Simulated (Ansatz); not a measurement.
# LiY3 (Fm-3m) in Ansatz: convergence with smearing width

Aim: find how far smearing width must go before the results for LiY3 settle, at PBEsol. This setting moves, with any that are tied to it; all else stays.

Everything below comes from runs of Ansatz 0.2.0. Logs are shortened: lines on timing, memory, paths and dates and some standing lists are left out, and cuts for length are marked.

## 1. Starting point

It takes space group Fm-3m (No. 225, cubic). Conventional cell: a = 7.800 Å, b = 7.800 Å, c = 7.800 Å, α = 90.00°, β = 90.00°, γ = 90.00°. Y (site symmetry m-3m) has 8 Y at 3.38 Å as nearest neighbours. Y (site symmetry -43m) has 4 Li at 3.38 Å and 4 Y at 3.38 Å as nearest neighbours. Li (site symmetry m-3m) has 8 Y at 3.38 Å as nearest neighbours.

The cell comes from a database or a generator and needn't be the stable form of this composition.

## 2. With smearing width 0.3 eV

Input file input.yaml:

```yaml
crystal:
  lattice:
    - [0.0, 3.899852, 3.899852]
    - [3.899852, 0.0, 3.899852]
    - [3.899852, 3.899852, 0.0]
  atoms:
    - { symbol: "Y", position: [0.5, 0.5, 0.5] }
    - { symbol: "Y", position: [0.75, 0.75, 0.75] }
    - { symbol: "Y", position: [0.25, 0.25, 0.25] }
    - { symbol: Li, position: [0.0, 0.0, 0.0] }
hamiltonian:
  xc: pbesol
  pseudopotentials: { kind: paw }
kpoints:
  mp_grid: { grid: [5, 5, 5] }
scf:
  occupations: { method: fermi_dirac, width: 0.3 }
output:
  forces: true
  stress: true
  eigenvalues: true
```

Potentials or basis: Ansatz PAW.

The run is started by

```sh
ansatz run input.yaml --threads 2 --pin off --max-ram 5632MiB --backend cpu --events-out ev --progress --plain --runs-dir out
```

The log of the run:

```text
Warning: RAYON_NUM_THREADS=2 ignored (pool sized by the plan → 2); use --threads N
band count auto-derived: 25 (N_el = 36.0; filled up to band 18; 22 by the electrons, moments and atoms)
Engine: ansatz 0.2.0, aarch64-unknown-linux-gnu
Pseudopotentials: kind: paw
Pseudopotential: Y, paw, valence charge 11, recommended cutoff 420 eV (normal), Y.paw.azcp
Pseudopotential: Li, paw, valence charge 3, recommended cutoff 420 eV (normal), Li.paw.azcp
Functional definition: PBEsol
  exchange = pbesol_x
  correlation = pbesol_c
Crystal: 4 atoms, lattice volume = 118.624 Å³
Basis set: ecut = 420 eV, 2277 PW (Γ), exchange–correlation on 80×80×80 points (8 copies of the dense FFT grid, shifted against one another)
Bands: 25, of which v1, the nominal top of the filled ones, is band 18 counted from 1 (17 counted from 0)
Symmetry: 48 space group operations
Space group: Fm-3m (ITA 225), of the structure as read, at distance tolerance 4.9e-5 Å
k-points: 10 of 125
Non-local potential: Y, projectors of the file, l = 0: 3, l = 1: 2, l = 2: 2, l = 3: 1
Non-local potential: Li, projectors of the file, l = 0: 3, l = 1: 2, l = 2: 1
PAW form: soft (Blöchl's): semilocal exchange-correlation on the pseudo side does not see the compensation charge
PAW frozen core: Y, regenerated for the run's functional, and the local potential with it (the file was generated under x = pbe(κ = 0.804, μ = 0.2195149727645171), c = pbe(β = 0.06672455060314922))
PAW one-centre angular grid: Y, 590 points (default); XC on 64 Gauss nodes
PAW one-centre angular grid: Li, 110 points (default); XC on 64 Gauss nodes
Initial density: superposition of atomic densities (neutral atoms: chi_scale 0, normalization atom), corrected by the library's trained network
Initial wavefunctions: pseudopotential atomic-orbital guess
Functional: x = pbesol(κ = 0.804, μ = 0.12345679012345678), c = pbesol(β = 0.046)
SCF iter   1: F=—  HF=-11588.224015 eV  |F-HF|=—  |Δ(HF+E_count)|=         —  Δρ=2.64e-3  dr2=1.45e-2  ethr=1.77e-3  ⟨swp⟩=5.1  Hψ=2167  notcnv=0
automatic band count: the SCF goes on with 32 bands, as 25 were too few: the levels above may hold too much charge
preconditioner: auto → Kerker (q_TF=auto, 2.237 Å⁻¹)  [metal: Δε(μ)=0.003 eV  Ē_g=4.088 eV  σ=0.300 eV  W_gap=0.00  n_scr=14 (ndim 8)  ℏωp=10.8 eV  f_vac=0.000  D(μ)=5.63/eV (n_scr^D=58)]
SCF iter   2: F=—  HF=-11588.220213 eV  |F-HF|=—  |Δ(HF+E_count)|=   3.80e-3  Δρ=1.54e-3  dr2=5.67e-3  ethr=4.04e-5  ⟨swp⟩=1.0  Hψ=400  notcnv=0
SCF iter   3: F=—  HF=-11588.219063 eV  |F-HF|=—  |Δ(HF+E_count)|=   1.15e-3  Δρ=3.46e-4  dr2=2.05e-4  ethr=1.57e-5  ⟨swp⟩=2.1  Hψ=387  notcnv=0
SCF iter   4: F=—  HF=-11588.219007 eV  |F-HF|=—  |Δ(HF+E_count)|=   5.61e-5  Δρ=9.60e-5  dr2=2.03e-5  ethr=5.69e-7  ⟨swp⟩=2.4  Hψ=422  notcnv=0
SCF iter   5: F=—  HF=-11588.219002 eV  |F-HF|=—  |Δ(HF+E_count)|=   4.60e-6  Δρ=2.71e-5  dr2=1.42e-6  ethr=5.64e-8  ⟨swp⟩=2.2  Hψ=410  notcnv=0
SCF iter   6: F=-11588.219002 eV  HF=-11588.219002 eV  |F-HF|=9.18e-9  |Δ(HF+E_count)|=   2.49e-7  Δρ=6.23e-6  dr2=5.51e-8  ethr=2.78e-10  ⟨swp⟩=3.9  Hψ=1249  notcnv=0
SCF 1 converged in 6 iterations: F = -11588.219002 eV  dr2 = 5.51e-8
SCF converged after 6 iterations
Free energy (F): -11588.219002 eV
Harris-Foulkes:  -11588.219002 eV  (|F-HF|=9.18e-9)
Internal energy: -11586.572085 eV  (E = F + TS)
E sigma→0 (E₀):  -11587.395544 eV
Entropy (-TS):   -1.646917 eV (-411.729 meV/atom)
Fermi energy:    7.775180 eV
--- Per-component energies (eV) ---
  E_band       = -483.972030
  E_kinetic    = 935.640410
  E_local      = -2122.237369  (includes V_loc(G=0)·N_el)
  E_nonlocal   = 122.881117
  E_hartree    = 680.313075
  E_xc         = -523.268193
  E_vxc        = -605.000039  (∫ρ·V_xc dr)
  E_paw        = -8340.132597  (= ΣΔE_a)
  E_vpaw       = -175.881132  (= ΣTr[D̂ρ^β])
  E_aug_tail   = 0.000019  (compensation charges beyond the density's cutoff)
  E_ewald      = -2340.214866
  E_core_change = 0.446318  (= ΣΔE_core)
  E_smearing   = -1.646917  (= −TS)
  E_closure    = 0.000000  (closes the sum)
  Σ components = -11588.219002   (vs F -11588.219002, Δ=0.00e0)
--- Forces (eV/Å), atoms counted from 1 ---
  atom   1  Y      0.00000000    -0.00000000     0.00000000
  atom   2  Y     -0.00000000     0.00000000     0.00000000
  atom   3  Y     -0.00000000     0.00000000     0.00000000
  atom   4  Li     0.00000000    -0.00000000    -0.00000000
  max |Σ_I F_I| component: 1.16e-18 eV/Å
--- Stress (GPa, compression-positive) ---
       -0.437282      -0.000000       0.000000
        0.000000      -0.437282      -0.000000
       -0.000000      -0.000000      -0.437282
  P = ⅓ Tr σ = -0.4373 GPa (-4.373 kbar)
--- Band table (eV; the first three rows and the last of 10) ---
  k-point 0: bands = ["-37.2569", "-34.9097", "-34.8736", "-34.6118", "-14.9763", "-14.9763", "-14.9763", "-14.9623", "-14.9623", "-14.9623", "-14.5741", "-14.5741", "-14.5741", "3.3540", "6.9979", "6.9979", "7.4616", "7.4616", "7.4616", "8.4379", "8.4379", "8.4379", "11.3266", "11.3266", "11.3266", "11.9874", "11.9874", "12.4043", "12.4043", "13.1220", "13.1802", "13.1802"]
  k-point 1: bands = ["-37.2569", "-34.9042", "-34.8757", "-34.6153", "-15.0317", "-15.0165", "-15.0165", "-14.9298", "-14.9298", "-14.8889", "-14.5951", "-14.5663", "-14.5663", "3.7245", "7.0249", "7.0249", "7.1981", "7.7656", "7.7656", "8.0683", "8.3705", "8.3705", "10.5309", "10.7371", "10.7371", "11.8743", "11.8743", "12.2890", "12.2890", "12.8774", "13.5834", "13.5834"]
  k-point 2: bands = ["-37.2569", "-34.8925", "-34.8816", "-34.6214", "-15.0474", "-15.0474", "-15.0217", "-14.9114", "-14.9114", "-14.8965", "-14.6019", "-14.5535", "-14.5535", "4.6988", "6.2039", "7.1922", "7.1922", "7.8201", "8.1249", "8.1249", "8.4262", "8.4262", "9.5526", "9.8664", "9.8664", "11.7967", "11.7967", "11.8619", "11.8619", "12.3115", "14.2016", "14.3099"]
  k-point 9: bands = ["-37.2569", "-34.8874", "-34.8828", "-34.6254", "-15.1278", "-15.0547", "-15.0106", "-14.9478", "-14.8513", "-14.8402", "-14.6097", "-14.5636", "-14.5386", "5.4327", "6.3413", "6.3979", "6.8296", "7.7673", "8.2430", "8.2930", "8.5106", "9.0945", "9.2840", "9.5413", "10.4391", "10.9364", "11.5425", "11.7079", "11.9407", "12.3483", "12.4050", "13.0715"]
```

It took 1.4 s on 2 threads of Arm Neoverse V1, shared host; peak memory 0.36 GiB.

What came out:

| Quantity | Value |
| --- | --- |
| Free energy | -11588.2190 eV |
| Pressure | -0.4 GPa |
| Band gap on the k mesh | none (metal or under the smearing width) |

## 3. With smearing width 0.2 eV

Edit input.yaml of step 2 so:

```diff
@@ -16,3 +16,3 @@
 scf:
-  occupations: { method: fermi_dirac, width: 0.3 }
+  occupations: { method: fermi_dirac, width: 0.2 }
 output:
```

Potentials or basis: Ansatz PAW.

The run is started by

```sh
ansatz run input.yaml --threads 2 --pin off --max-ram 5632MiB --backend cpu --events-out ev --progress --plain --runs-dir out
```

It took 1.1 s on 2 threads of Arm Neoverse V1, shared host; peak memory 0.35 GiB.

What came out:

- Free energy: -11587.7569 eV
- Pressure: -1.0 GPa
- Band gap on the k mesh: none (metal or under the smearing width)

## 4. With smearing width 0.15 eV

Edit input.yaml of step 3 so:

```diff
@@ -16,3 +16,3 @@
 scf:
-  occupations: { method: fermi_dirac, width: 0.2 }
+  occupations: { method: fermi_dirac, width: 0.15 }
 output:
```

The run is started by

```sh
ansatz run input.yaml --threads 2 --pin off --max-ram 5632MiB --backend cpu --events-out ev --progress --plain --runs-dir out
```

Run time: 1.1 s. Hardware: 2 threads of Arm Neoverse V1, shared host; peak memory 0.35 GiB.

Results:

```
Free energy            : -11587.5969 eV
Pressure               : -1.2 GPa
Band gap on the k mesh : none (metal or under the smearing width)
```

## 5. With smearing width 0.1 eV

Edit input.yaml of step 4 so:

```diff
@@ -16,3 +16,3 @@
 scf:
-  occupations: { method: fermi_dirac, width: 0.15 }
+  occupations: { method: fermi_dirac, width: 0.1 }
 output:
```

The run is started by

```sh
ansatz run input.yaml --threads 2 --pin off --max-ram 5632MiB --backend cpu --events-out ev --progress --plain --runs-dir out
```

Wall time 1.3 s (2 threads of Arm Neoverse V1, shared host); peak memory 0.35 GiB.

Results:

```
Free energy            : -11587.4883 eV
Pressure               : -1.4 GPa
Band gap on the k mesh : none (metal or under the smearing width)
```

## 6. With smearing width 0.05 eV

Edit input.yaml of step 5 so:

```diff
@@ -16,3 +16,3 @@
 scf:
-  occupations: { method: fermi_dirac, width: 0.1 }
+  occupations: { method: fermi_dirac, width: 0.05 }
 output:
```

Potentials or basis: Ansatz PAW.

The run is started by

```sh
ansatz run input.yaml --threads 2 --pin off --max-ram 5632MiB --backend cpu --events-out ev --progress --plain --runs-dir out
```

Wall time 1.1 s (2 threads of Arm Neoverse V1, shared host); peak memory 0.35 GiB.

The run converged. Its results:

```yaml
Free_energy: -11587.4314 eV
Pressure: -1.5 GPa
Band_gap_on_the_k_mesh: none (metal or under the smearing width)
```

## 7. With smearing width 0.025 eV

Edit input.yaml of step 6 so:

```diff
@@ -16,3 +16,3 @@
 scf:
-  occupations: { method: fermi_dirac, width: 0.05 }
+  occupations: { method: fermi_dirac, width: 0.025 }
 output:
```

The run is started by

```sh
ansatz run input.yaml --threads 2 --pin off --max-ram 5632MiB --backend cpu --events-out ev --progress --plain --runs-dir out
```

Run time: 1.1 s. Hardware: 2 threads of Arm Neoverse V1, shared host; peak memory 0.35 GiB.

The run converged. Its results:

| Item | Value |
| --- | --- |
| Free energy | -11587.4226 eV |
| Pressure | -1.5 GPa |
| Band gap on the k mesh | none (metal or under the smearing width) |

## 8. With smearing width 0.01 eV

Edit input.yaml of step 7 so:

```diff
@@ -16,3 +16,3 @@
 scf:
-  occupations: { method: fermi_dirac, width: 0.025 }
+  occupations: { method: fermi_dirac, width: 0.01 }
 output:
```

The run is started by

```sh
ansatz run input.yaml --threads 2 --pin off --max-ram 5632MiB --backend cpu --events-out ev --progress --plain --runs-dir out
```

It took 1.1 s on 2 threads of Arm Neoverse V1, shared host; peak memory 0.35 GiB.

It converged, with:

```yaml
Free_energy: -11587.4200 eV
Pressure: -1.5 GPa
Band_gap_on_the_k_mesh: none (metal or under the smearing width)
```

## 9. With smearing width 0.005 eV

Edit input.yaml of step 8 so:

```diff
@@ -16,3 +16,3 @@
 scf:
-  occupations: { method: fermi_dirac, width: 0.01 }
+  occupations: { method: fermi_dirac, width: 0.005 }
 output:
```

Potentials or basis: Ansatz PAW.

The run is started by

```sh
ansatz run input.yaml --threads 2 --pin off --max-ram 5632MiB --backend cpu --events-out ev --progress --plain --runs-dir out
```

It took 1.2 s on 2 threads of Arm Neoverse V1, shared host; peak memory 0.35 GiB.

Results (log left out):

```
Free energy            : -11587.4192 eV
Pressure               : -1.6 GPa
Band gap on the k mesh : none (metal or under the smearing width)
```

## 10. The series at a glance

```tsv
smearing width	energy less the tightest run, at zero smearing (meV/atom)	pressure (GPa)	SCF cycles	CPU time (s)	peak memory (GiB)
0.3 eV	5.84	-0.44	6	2.6	0.36
0.2 eV	7.95	-0.99	6	2	0.35
0.15 eV	5.92	-1.23	6	2	0.35
0.1 eV	3.39	-1.42	6	2.4	0.35
0.05 eV	0.58	-1.52	6	1.9	0.35
0.025 eV	-0.33	-1.54	6	2	0.35
0.01 eV	-0.06	-1.55	6	2	0.35
0.005 eV	0.00	-1.56	7	2.2	0.35
```

Against the tightest run, the energy stays within 1 meV/atom from 0.05 eV on; the pressure stays within 0.1 GPa from 0.05 eV on. Narrower smearing needs a denser k mesh, so at a fixed mesh the narrowest width isn't the most accurate. The tightest run that finished is the yardstick and may itself not be fully converged.

Caveats: the PAW data sets come from PBE, with cores solved anew for the run's functional, which leaves a small shift of forces and pressure.
